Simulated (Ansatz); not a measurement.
# AlBrH3NSi: the cost of one run

The runs use Ansatz 0.2.0, Gaussian basis; the settings change from run to run.

**1. The geometry**

An earlier PBE0-D4 in a triple-zeta def2 set relaxation fixed the geometry.

SMILES `[Br][Al]1[NH][SiH2]1`, 7 atoms, charge 0, spin multiplicity 1.

Atoms are counted from 1 here; the program's logs count them from 0.

Bond lengths: Br1–Al2 2.242 Å, Al2–N3 1.766 Å, Al2–Si4 2.291 Å, N3–Si4 1.767 Å, N3–H5 1.009 Å, Si4–H6 1.492 Å, Si4–H7 1.492 Å. Angles: Br1–Al2–N3 135.5°, Br1–Al2–Si4 174.9°, N3–Al2–Si4 49.6°, Al2–N3–Si4 80.8°, Al2–N3–H5 149.8°, Si4–N3–H5 129.4°, Al2–Si4–N3 49.6°, Al2–Si4–H6 126.3°, Al2–Si4–H7 126.3°, N3–Si4–H6 116.6°, N3–Si4–H7 116.6°, H6–Si4–H7 106.5°.

**2. wB97M-V/aug-cc-pVDZ**

Set apart from the defaults: unrestricted orbitals, atoms shaken by 0.15 Å, the search for lower states set to off.

Input file in.yaml:

```yaml
crystal:
  periodic: [false, false, false]
  atoms:
    - {symbol: Br, position_ang: [-1.302748, -2.922537, 1.188222]}
    - {symbol: Al, position_ang: [-0.702018, -0.966740, 0.650891]}
    - {symbol: N, position_ang: [0.213274, -0.387032, -0.610335]}
    - {symbol: Si, position_ang: [0.011539, 0.930876, 0.214191]}
    - {symbol: H, position_ang: [0.564341, -0.529850, -1.583452]}
    - {symbol: H, position_ang: [-0.414715, 2.256598, -0.511680]}
    - {symbol: H, position_ang: [1.614781, 1.639339, 0.492505]}
basis:
  gaussian: {orbitals: aug-cc-pVDZ}
magnetization: {spin_polarized: true, initial_magnetization: 0}
hamiltonian: {xc: {name: wB97M-V}}
scf: {lower_state_search: off}
output: {forces: true}
```

Command:

```
ansatz run in.yaml --threads 2 --pin off --events-out ev --progress --plain --max-ram 4352MiB
```

What time and memory should one allow on 2 threads of Arm Neoverse V1, shared host?

About 23 s, with a peak of 0.6 GiB.
